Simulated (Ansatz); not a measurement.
# SiH₅F (built from SMILES F.[SiH4]): search for a transition state

Aim: find the saddle point of a four-centre ligand exchange that is to form Si1–F7, H2–H6 and break Si1–H2, H6–F7, prove it by its vibrations, and relax downhill on both sides to see what it joins.

Program: Ansatz 0.2.0, Gaussian basis. Level of theory: PBE0-D4, def2-SVP first, then def2-TZVP. These are calculated values, not measurements.

128 further runs of the same task are left out: 128 set aside as unsound or not needed.

## Step 1: The starting structure

The guess: 7 atoms, charge 0, spin multiplicity 1.

Atoms are counted from 1 here; the program's logs count them from 0.

Bond lengths: Si1–H3 1.471 Å, Si1–H4 1.447 Å, Si1–H5 1.445 Å. Angles: H3–Si1–H4 106.0°, H3–Si1–H5 106.0°, H4–Si1–H5 122.8°.

Geometry (Å):

```xyz
7
FH5Si
Si   -0.4014    0.3825   -0.1037
H     0.6961   -0.9787   -0.7804
H    -1.0119    0.5932   -1.4257
H    -1.4599   -0.1106    0.7501
H     0.3415    1.5874    0.1880
H     1.0044   -1.0017    0.1496
F     0.8311   -0.4720    1.2220
```

Distances that are to change: Si1–F7 2.00 Å, H2–H6 0.98 Å, Si1–H2 1.87 Å, H6–F7 1.21 Å.

## Step 2: Relaxing the guess with the reacting distances held

hold/in.yaml reads:

```yaml
crystal:
  periodic: [false, false, false]
  atoms:
    - {symbol: Si, position_ang: [-0.401400, 0.382500, -0.103700]}
    - {symbol: H, position_ang: [0.696100, -0.978700, -0.780400]}
    - {symbol: H, position_ang: [-1.011900, 0.593200, -1.425700]}
    - {symbol: H, position_ang: [-1.459900, -0.110600, 0.750100]}
    - {symbol: H, position_ang: [0.341500, 1.587400, 0.188000]}
    - {symbol: H, position_ang: [1.004400, -1.001700, 0.149600]}
    - {symbol: F, position_ang: [0.831100, -0.472000, 1.222000]}
basis:
  gaussian: {orbitals: def2-SVP}
hamiltonian: {xc: pbe0, dispersion: d4}
relax: {f_tol: 0.08, max_steps: 120, escape_saddle: false, constraints: [{distance: [0, 6]}, {distance: [1, 5]}, {distance: [0, 1]}, {distance: [5, 6]}]}
```

On the command line:

```bash
> ansatz run in.yaml --threads 2 --pin off --events-out ev --progress --plain --max-ram 4352MiB
```

What it wrote, shortened:

```text
Functional definition: PBE0
  name "PBE0"
  cite "Adamo & Barone, J. Chem. Phys. 110, 6158 (1999) doi:10.1063/1.478522"
  cite "Perdew, Burke & Ernzerhof, Phys. Rev. Lett. 77, 3865 (1996) doi:10.1103/PhysRevLett.77.3865"
  parent pbe
[...]
588 factors; integrals over basis functions are off by at most 4.8e-4 eV
[...]
mean field -10662.98146223 eV, -391.8573411085 hartree, gradient 3.2e-5 eV, S^2 0.000000; 0 other end points of the search recorded, 0 dependent functions left out
[...]
reference -10662.98148364 eV, -391.8573418953 hartree; 14, 14 occupied and 43, 43 virtual orbitals, 588 factors
relax step   1: F+E_penalty+E_count = -10663.04897832 eV  Δ(F+E_penalty+E_count) = +0.000e0 eV  max|allowed force component| = 8.347e-1 eV/Å  Δτ_max = 0.0000 Å  (21 SCF iters, accepted)
[...]
relax step   2: F+E_penalty+E_count = -10663.20920424 eV  Δ(F+E_penalty+E_count) = -1.602e-1 eV  max|allowed force component| = 1.951e-1 eV/Å  Δτ_max = 0.1729 Å  (25 SCF iters, accepted)
[...]
relax step   3: F+E_penalty+E_count = -10663.21521919 eV  Δ(F+E_penalty+E_count) = -6.015e-3 eV  max|allowed force component| = 2.542e-2 eV/Å  Δτ_max = 0.0280 Å  (22 SCF iters, accepted)
  distance Si 0 - F 6 held at 2.001676 Å   reaction = +6.7886e-1 eV/Å
  distance H 1 - H 5 held at 0.980040 Å   reaction = +1.4437e-4 eV/Å
  distance Si 0 - H 1 held at 1.874912 Å   reaction = +6.8826e-1 eV/Å
  distance H 5 - F 6 held at 1.208576 Å   reaction = +3.2486e-2 eV/Å
588 factors; integrals over basis functions are off by at most 6.2e-4 eV
[...]
mean field -10663.14805974 eV, -391.8634634539 hartree, gradient 1.5e-5 eV, S^2 0.000000; 1 other end points of the search recorded, 0 dependent functions left out
[...]
reference -10663.14808075 eV, -391.8634642261 hartree; 14, 14 occupied and 43, 43 virtual orbitals, 588 factors
Total energy: -10663.21524020 eV, -391.8659322905 hartree
Atom 0 at    -0.365929     0.364308    -0.054937 Å, force     0.809475    -0.773642     0.145977 eV/Å
Atom 1 at     0.678341    -0.980016    -0.840805 Å, force    -0.400841     0.497388     0.293500 eV/Å
Atom 2 at    -0.913035     0.482102    -1.447039 Å, force     0.012072    -0.019592     0.000264 eV/Å
Atom 3 at    -1.516182    -0.043931     0.788578 Å, force    -0.009137    -0.002191     0.007666 eV/Å
Atom 4 at     0.286855     1.667204     0.223691 Å, force    -0.001573     0.012914     0.004300 eV/Å
Atom 5 at     0.945727    -0.961265     0.101867 Å, force     0.023725     0.002619     0.023096 eV/Å
Atom 6 at     0.884123    -0.528301     1.228545 Å, force    -0.433721     0.282504    -0.474803 eV/Å
Dipole moment:    -0.127754     0.062094    -0.213541 e Å
```

It took 2.8 s on 2 threads of Arm Neoverse V1, shared host.

The steps of the relaxation:

```csv
step,energy from step 1 (eV),largest force component (eV/Å)
1,0.0000,0.8347
2,-0.1602,0.1951
3,-0.1662,0.0254
```

Close pairs (by a distance rule), those that changed most:

```csv
bond,before (Å),after (Å),change (Å)
Si1–H5,1.445,1.484,+0.038
Si1–H4,1.447,1.484,+0.037
Si1–H3,1.471,1.500,+0.029
```

## Step 3: Force constants to start from

hessian/in.yaml reads:

```yaml
crystal:
  periodic: [false, false, false]
  atoms:
    - {symbol: Si, position_ang: [-0.365929, 0.364308, -0.054937]}
    - {symbol: H, position_ang: [0.678341, -0.980016, -0.840805]}
    - {symbol: H, position_ang: [-0.913035, 0.482102, -1.447039]}
    - {symbol: H, position_ang: [-1.516182, -0.043931, 0.788578]}
    - {symbol: H, position_ang: [0.286855, 1.667204, 0.223691]}
    - {symbol: H, position_ang: [0.945727, -0.961265, 0.101867]}
    - {symbol: F, position_ang: [0.884123, -0.528301, 1.228545]}
basis:
  gaussian: {orbitals: def2-SVP}
hamiltonian: {xc: pbe0, dispersion: d4}
phonons: {}
scf: {lower_state_search: off}
```

On the command line:

```bash
> ansatz run in.yaml --threads 2 --pin off --events-out ev --progress --plain --max-ram 4352MiB
```

What it wrote, shortened:

```text
[... 5 set-up lines as earlier in the session ...]
[...]
591 factors; integrals over basis functions are off by at most 4.0e-4 eV
[...]
mean field -10663.14805841 eV, -391.8634634051 hartree, gradient 1.1e-6 eV, S^2 0.000000; 0 other end points of the search recorded, 0 dependent functions left out
[...]
reference -10663.14807942 eV, -391.8634641774 hartree; 14, 14 occupied and 43, 43 virtual orbitals, 591 factors
[... from here to the last solve, the lines of the solves are left out (41 solves) ...]
591 factors; integrals over basis functions are off by at most 4.0e-4 eV
mean field -10663.14918889 eV, -391.8635049496 hartree, gradient 9.3e-7 eV, S^2 0.000000; 0 other end points of the search recorded, 0 dependent functions left out
[...]
reference -10663.14920991 eV, -391.8635057222 hartree; 14, 14 occupied and 43, 43 virtual orbitals, 591 factors
[...]
WARN: phonons: 4 modes above zero are rigid motions of the cell's bodies and no vibrations: the zero-point energy, free energy, entropy and heat capacity leave them out. With what each would have added to F at 1000 K, by the weight of its row in the mesh: 0.01 cm⁻¹ (-0.980 eV; rigid [...]
WARN: phonons: modes at or below zero, which the zero-point energy, F, S and C_V leave out: 2, the lowest at -1198.17 cm⁻¹. A minimum has none, and a first-order saddle one
Total energy: -10663.21523888 eV, -391.8659322419 hartree
Atom 0 at    -0.365929     0.364308    -0.054937 Å, force     0.809485    -0.773638     0.145975 eV/Å
Atom 1 at     0.678341    -0.980016    -0.840805 Å, force    -0.400846     0.497392     0.293498 eV/Å
Atom 2 at    -0.913035     0.482102    -1.447039 Å, force     0.012074    -0.019594     0.000266 eV/Å
Atom 3 at    -1.516182    -0.043931     0.788578 Å, force    -0.009147    -0.002189     0.007666 eV/Å
Atom 4 at     0.286855     1.667204     0.223691 Å, force    -0.001578     0.012912     0.004298 eV/Å
Atom 5 at     0.945727    -0.961265     0.101867 Å, force     0.023727     0.002617     0.023095 eV/Å
Atom 6 at     0.884123    -0.528301     1.228545 Å, force    -0.433715     0.282501    -0.474798 eV/Å
Dipole moment:    -0.127754     0.062094    -0.213540 e Å
Vibrations: -1198.17 -119.60 500.62 693.45 751.90 880.51 922.31 1010.04 1036.94 1161.98 1679.48 2077.36 2195.23 2273.18 2302.09 cm⁻¹, zero-point energy 1.083938 eV
Checks for a lower state left out: stability, starts, cluster_reference, orbital_swaps, neighbouring_geometries, increment
```

Wall time 20 s (2 threads of Arm Neoverse V1, shared host).

The structure is not stationary yet, so these wavenumbers are no spectrum; the search needs only the force constants.

## Step 4: Saddle search in the small basis

The search itself is an outer loop (partitioned rational-function steps, Bofill update of the Hessian). Each step is one single-point run with forces. It stops when the largest force is under 0.03 eV/Å and the followed curvature is negative. The first step's input:

presaddle/in.yaml reads:

```yaml
crystal:
  periodic: [false, false, false]
  atoms:
    - {symbol: Si, position_ang: [-0.365929, 0.364308, -0.054937]}
    - {symbol: H, position_ang: [0.678341, -0.980016, -0.840805]}
    - {symbol: H, position_ang: [-0.913035, 0.482102, -1.447039]}
    - {symbol: H, position_ang: [-1.516182, -0.043931, 0.788578]}
    - {symbol: H, position_ang: [0.286855, 1.667204, 0.223691]}
    - {symbol: H, position_ang: [0.945727, -0.961265, 0.101867]}
    - {symbol: F, position_ang: [0.884123, -0.528301, 1.228545]}
basis:
  gaussian: {orbitals: def2-SVP}
hamiltonian: {xc: pbe0, dispersion: d4}
output: {forces: true}
scf: {lower_state_search: off}
```

On the command line:

```bash
> ansatz run in.yaml --threads 2 --pin off --events-out ev --progress --plain --max-ram 4352MiB
```

The driver's record:

```csv
step,energy (eV),largest force (eV/Å),followed curvature (eV/Å²)
1,-10663.21523,0.8095,-12.41
2,-10663.29502,0.2832,-12.37
3,-10663.30007,0.0708,-12.39
4,-10663.30051,0.0047,-12.40
```

The 4 steps took 2.2 s in all (2 threads of Arm Neoverse V1, shared host).

## Step 5: Saddle search in triple zeta

The search itself is an outer loop (partitioned rational-function steps, Bofill update of the Hessian). Each step is one single-point run with forces. It stops when the largest force is under 0.008 eV/Å and the followed curvature is negative. The first step's input:

saddle/in.yaml reads:

```yaml
crystal:
  periodic: [false, false, false]
  atoms:
    - {symbol: Si, position_ang: [-0.326234, 0.323227, -0.048536]}
    - {symbol: H, position_ang: [0.621160, -0.897032, -0.817431]}
    - {symbol: H, position_ang: [-0.901830, 0.463104, -1.433855]}
    - {symbol: H, position_ang: [-1.500552, -0.064835, 0.776540]}
    - {symbol: H, position_ang: [0.311255, 1.642082, 0.202989]}
    - {symbol: H, position_ang: [0.947219, -0.954377, 0.098568]}
    - {symbol: F, position_ang: [0.848881, -0.512070, 1.221623]}
basis:
  gaussian: {orbitals: def2-TZVP}
hamiltonian: {xc: pbe0, dispersion: d4}
output: {forces: true}
scf: {lower_state_search: off}
```

On the command line:

```bash
> ansatz run in.yaml --threads 2 --pin off --events-out ev --progress --plain --max-ram 4352MiB
```

Step by step:

```csv
step,energy (eV),largest force (eV/Å),followed curvature (eV/Å²)
1,-10669.64691,0.2886,-12.40
2,-10669.65159,0.0324,-11.86
3,-10669.65168,0.0052,-11.91
```

The 3 steps took 2.5 s in all (2 threads of Arm Neoverse V1, shared host).

Geometry at the end of the search:

```xyz
7
FH5Si
Si   -0.3265    0.3239   -0.0623
H     0.5919   -0.8942   -0.8035
H    -0.8977    0.4770   -1.4383
H    -1.4781   -0.0934    0.7626
H     0.3197    1.6247    0.2047
H     0.9267   -0.9415    0.1072
F     0.8639   -0.4964    1.2296
```

Followed mode, largest move set to 1: H6 (-0.12, -0.19, -0.98); F7 (-0.47, 0.51, 0.09); Si1 (0.15, 0.03, 0.57); H3 (0.29, -0.22, 0.24).

## Step 6: Vibrations at the point found

vib/in.yaml reads:

```yaml
crystal:
  periodic: [false, false, false]
  atoms:
    - {symbol: Si, position_ang: [-0.326469, 0.323900, -0.062253]}
    - {symbol: H, position_ang: [0.591919, -0.894178, -0.803463]}
    - {symbol: H, position_ang: [-0.897663, 0.476976, -1.438330]}
    - {symbol: H, position_ang: [-1.478134, -0.093434, 0.762556]}
    - {symbol: H, position_ang: [0.319671, 1.624737, 0.204655]}
    - {symbol: H, position_ang: [0.926709, -0.941537, 0.107159]}
    - {symbol: F, position_ang: [0.863868, -0.496364, 1.229575]}
basis:
  gaussian: {orbitals: def2-TZVP}
hamiltonian: {xc: pbe0, dispersion: d4}
phonons: {temperatures: {t_min: 298.15, t_max: 900, t_step: 200}}
```

On the command line:

```bash
> ansatz run in.yaml --threads 2 --pin off --events-out ev --progress --plain --max-ram 4352MiB
```

What it wrote, shortened:

```text
[... 5 set-up lines as earlier in the session ...]
[...]
644 factors; their error is unknown
[...]
mean field -10669.59035462 eV, -392.1002134241 hartree, gradient 1.9e-5 eV, S^2 0.000000; 0 other end points of the search recorded, 0 dependent functions left out
[...]
reference -10669.59038134 eV, -392.1002144061 hartree; 14, 14 occupied and 84, 84 virtual orbitals, 644 factors
[... from here to the last solve, the lines of the solves are left out (41 solves) ...]
644 factors; their error is unknown
mean field -10669.59031068 eV, -392.1002118093 hartree, gradient 2.0e-6 eV, S^2 0.000000; 0 other end points of the search recorded, 0 dependent functions left out
[...]
reference -10669.59033740 eV, -392.1002127914 hartree; 14, 14 occupied and 84, 84 virtual orbitals, 644 factors
WARN: phonons: modes at or below zero, which the zero-point energy, F, S and C_V leave out: 1, the lowest at -1134.38 cm⁻¹. A minimum has none, and a first-order saddle one
Total energy: -10669.65168427 eV, -392.1024672473 hartree
Atom 0 at    -0.326469     0.323900    -0.062253 Å, force     0.002165    -0.005167    -0.003921 eV/Å
Atom 1 at     0.591919    -0.894178    -0.803463 Å, force    -0.002280     0.004231     0.002666 eV/Å
Atom 2 at    -0.897663     0.476976    -1.438330 Å, force     0.001454    -0.001597     0.003837 eV/Å
Atom 3 at    -1.478134    -0.093434     0.762556 Å, force     0.000137     0.001651    -0.000468 eV/Å
Atom 4 at     0.319671     1.624737     0.204655 Å, force    -0.000451     0.001572     0.000398 eV/Å
Atom 5 at     0.926709    -0.941537     0.107159 Å, force     0.000137     0.000737     0.002222 eV/Å
Atom 6 at     0.863868    -0.496364     1.229575 Å, force    -0.001163    -0.001427    -0.004734 eV/Å
Dipole moment:    -0.036313    -0.038826    -0.228782 e Å
Vibrations: -1134.38 135.95 554.02 720.12 734.70 933.56 989.82 1046.05 1136.98 1188.91 1819.01 2093.59 2157.89 2259.88 2286.31 cm⁻¹, zero-point energy 1.119379 eV
```

Run time: 30 s. Hardware: 2 threads of Arm Neoverse V1, shared host.

Wavenumbers and character of the modes:

```csv
mode,wavenumber (cm⁻¹),character
1,1134i,"changes H2–H6, Si1–H2, H6–F7"
2,136,bend
3,554,"not assigned (largely outside the bonds, angles and torsions drawn)"
4,720,"not assigned (largely outside the bonds, angles and torsions drawn)"
5,735,bend
6,934,"not assigned (largely outside the bonds, angles and torsions drawn)"
7,990,bend
8,1046,bend
9,1137,"not assigned (largely outside the bonds, angles and torsions drawn)"
10,1189,Si–H stretch with bend
11,1819,"not assigned (largely outside the bonds, angles and torsions drawn)"
12,2094,"not assigned (largely outside the bonds, angles and torsions drawn)"
13,2158,Si–H stretch
14,2260,Si–H stretch
15,2286,Si–H stretch
```

Vibrational sums (real modes only):

```csv
T (K),entropy (J/mol/K),heat capacity (J/mol/K)
298,18.2,26.3
498,37.6,50.4
698,57.6,68.3
898,76.4,81.0
```

## Step 7: Relaxing after a step of 0.30 Å one way along the mode

downa/in.yaml reads:

```yaml
crystal:
  periodic: [false, false, false]
  atoms:
    - {symbol: Si, position_ang: [-0.282789, 0.332828, 0.108939]}
    - {symbol: H, position_ang: [0.675792, -0.982272, -0.806952]}
    - {symbol: H, position_ang: [-0.812039, 0.410283, -1.364897]}
    - {symbol: H, position_ang: [-1.516333, -0.085450, 0.781702]}
    - {symbol: H, position_ang: [0.319790, 1.665716, 0.209755]}
    - {symbol: H, position_ang: [0.891542, -0.997092, -0.185547]}
    - {symbol: F, position_ang: [0.723938, -0.343913, 1.256901]}
basis:
  gaussian: {orbitals: def2-TZVP}
hamiltonian: {xc: pbe0, dispersion: d4}
relax: {f_tol: 0.005, max_steps: 200}
```

On the command line:

```bash
> ansatz run in.yaml --threads 2 --pin off --events-out ev --progress --plain --max-ram 4352MiB
```

What it wrote, shortened:

```text
[... 5 set-up lines as earlier in the session ...]
[...]
644 factors; their error is unknown
[...]
mean field -10669.90272255 eV, -392.1116927340 hartree, gradient 1.3e-5 eV, S^2 0.000000; 0 other end points of the search recorded, 0 dependent functions left out
[...]
reference -10669.90274878 eV, -392.1116936979 hartree; 14, 14 occupied and 84, 84 virtual orbitals, 644 factors
relax step   1: F+E_penalty+E_count = -10669.96461323 eV  Δ(F+E_penalty+E_count) = +0.000e0 eV  max|allowed force component| = 5.490e0 eV/Å  Δτ_max = 0.0000 Å  (22 SCF iters, accepted)
[...]
reference -10671.95440446 eV, -392.1870906535 hartree; 14, 14 occupied and 84, 84 virtual orbitals, 644 factors
Total energy: -10672.00630240 eV, -392.1889978674 hartree
Atom 0 at    -0.648831     0.830522     0.437503 Å, force     0.004752    -0.003843     0.000633 eV/Å
Atom 1 at     1.611399    -2.187603    -1.453251 Å, force    -0.000587     0.001739     0.003287 eV/Å
Atom 2 at    -0.836923     0.561652    -1.007204 Å, force    -0.000092    -0.000112     0.001021 eV/Å
Atom 3 at    -1.902190     0.574223     1.184890 Å, force     0.000342     0.000255    -0.000016 eV/Å
Atom 4 at    -0.185223     2.220885     0.654619 Å, force    -0.000387    -0.000138     0.000494 eV/Å
Atom 5 at     1.484670    -1.834520    -0.807531 Å, force     0.000631    -0.001790    -0.003309 eV/Å
Atom 6 at     0.477000    -0.165058     0.990876 Å, force    -0.004659     0.003890    -0.002109 eV/Å
Dipole moment:    -0.195713     0.177773    -0.082262 e Å
```

Run time: 23 s. Hardware: 2 threads of Arm Neoverse V1, shared host.

Step by step: (the energy doesn't fall at every step)

```csv
step,energy from step 1 (eV),largest force component (eV/Å)
1,0.0000,5.4902
2,-0.6802,0.9191
3,-1.1077,1.3900
4,-1.5009,1.5139
5,-1.8521,0.7122
6,-1.9731,0.3502
7,-2.0160,0.0828
8,-2.0313,0.1143
9,-2.0367,0.2614
10,-2.0404,0.0119
11,-2.0407,0.0330
12,-2.0251,0.8274
13,-2.0410,0.0028
14,-2.0410,0.1597
15,-2.0413,0.0267
16,-2.0414,0.0602
17,-2.0415,0.0404
18,-2.0416,0.0176
19,-2.0416,0.0091
20,-2.0417,0.0135
21,-2.0417,0.0048
```

Close pairs (by a distance rule), those that changed most:

```csv
bond,before (Å),after (Å),change (Å)
H2–H6,0.658,0.747,+0.089
Si1–H3,1.568,1.482,-0.086
Si1–F7,1.670,1.602,-0.069
Si1–H4,1.466,1.482,+0.016
Si1–H5,1.466,1.482,+0.015
```

## Step 8: Relaxing after a step of 0.30 Å the other way along the mode

downb/in.yaml reads:

```yaml
crystal:
  periodic: [false, false, false]
  atoms:
    - {symbol: Si, position_ang: [-0.370150, 0.314973, -0.233444]}
    - {symbol: H, position_ang: [0.508047, -0.806085, -0.799973]}
    - {symbol: H, position_ang: [-0.983287, 0.543669, -1.511763]}
    - {symbol: H, position_ang: [-1.439935, -0.101418, 0.743410]}
    - {symbol: H, position_ang: [0.319552, 1.583758, 0.199555]}
    - {symbol: H, position_ang: [0.961876, -0.885982, 0.399865]}
    - {symbol: F, position_ang: [1.003797, -0.648815, 1.202250]}
basis:
  gaussian: {orbitals: def2-TZVP}
hamiltonian: {xc: pbe0, dispersion: d4}
relax: {f_tol: 0.005, max_steps: 200}
```

On the command line:

```bash
> ansatz run in.yaml --threads 2 --pin off --events-out ev --progress --plain --max-ram 4352MiB
```

What it wrote, shortened:

```text
[... 5 set-up lines as earlier in the session ...]
[...]
644 factors; their error is unknown
[...]
mean field -10669.64504973 eV, -392.1022234325 hartree, gradient 3.2e-5 eV, S^2 0.000000; 0 other end points of the search recorded, 0 dependent functions left out
[...]
reference -10669.64507587 eV, -392.1022243929 hartree; 14, 14 occupied and 84, 84 virtual orbitals, 644 factors
relax step   1: F+E_penalty+E_count = -10669.70461815 eV  Δ(F+E_penalty+E_count) = +0.000e0 eV  max|allowed force component| = 9.255e0 eV/Å  Δτ_max = 0.0000 Å  (21 SCF iters, accepted)
[...]
reference -10670.95584974 eV, -392.1503944442 hartree; 14, 14 occupied and 84, 84 virtual orbitals, 644 factors
Total energy: -10671.00694165 eV, -392.1522720374 hartree
Atom 0 at    -0.607846     0.479564    -0.480633 Å, force     0.000232     0.000182     0.000393 eV/Å
Atom 1 at     0.393021    -0.617633    -0.649350 Å, force    -0.000397     0.000261    -0.000038 eV/Å
Atom 2 at    -1.241748     0.709252    -1.800743 Å, force    -0.000153    -0.000055    -0.000615 eV/Å
Atom 3 at    -1.617401     0.051913     0.515759 Å, force     0.000041    -0.000204     0.000139 eV/Å
Atom 4 at     0.097529     1.698672    -0.021150 Å, force     0.000139    -0.000182     0.000013 eV/Å
Atom 5 at     1.309976    -1.112428     0.793798 Å, force     0.000254     0.000070     0.000041 eV/Å
Atom 6 at     1.666370    -1.209240     1.642219 Å, force    -0.000116    -0.000072     0.000066 eV/Å
Dipole moment:    -0.257508     0.140346    -0.396422 e Å
```

It took 17 s on 2 threads of Arm Neoverse V1, shared host.

Along the way:

```csv
step,energy from step 1 (eV),largest force component (eV/Å)
1,0.0000,9.2554
2,-0.9030,0.7958
3,-1.0927,1.4164
4,-1.1891,1.2078
5,-1.2576,1.0273
6,-1.2854,0.2677
7,-1.2899,0.0764
8,-1.2909,0.6410
9,-1.2954,0.4998
10,-1.2969,0.5908
11,-1.3015,0.1306
12,-1.3021,0.0527
13,-1.3023,0.0029
14,-1.3023,0.0063
15,-1.3023,0.0009
16,-1.3023,0.0006
```

Close pairs (by a distance rule), those that changed most:

```csv
bond,before (Å),after (Å),change (Å)
H6–F7,0.838,0.925,+0.088
Si1–H3,1.436,1.482,+0.046
Si1–H2,1.533,1.495,-0.038
Si1–H5,1.508,1.482,-0.026
Si1–H4,1.507,1.482,-0.026
```

## Step 9: What the saddle joins

```csv
pair,start side (Å),saddle (Å),end side (Å)
Si1–F7,3.540,1.939,1.602
H2–H6,1.780,0.971,0.747
Si1–H2,1.495,1.696,4.218
H6–F7,0.925,1.209,2.653
```

## Step 10: Summary of results

```
                       quantity                                                     value
                 imaginary mode                                                1134i cm⁻¹
    barrier from the start side                                             31.3 kcal/mol
      barrier from the end side                                             54.3 kcal/mol
             energy of the step                                            -23.0 kcal/mol
              pairs that change  Si1–F7 formed, H2–H6 formed, Si1–H2 broken, H6–F7 broken
zero-point energy at the saddle                                                  1.119 eV
```

One imaginary mode, 1134i cm⁻¹, makes this a first-order saddle. The two relaxations end on the structures that were planned. At PBE0-D4/def2-TZVP the electronic barrier is 31.3 kcal/mol, about 53 kT at 298 K, and the step runs 23.0 kcal/mol downhill. The barrier is thin enough for tunnelling; the leading (Wigner) term alone is a factor of 2.2 at 298 K.
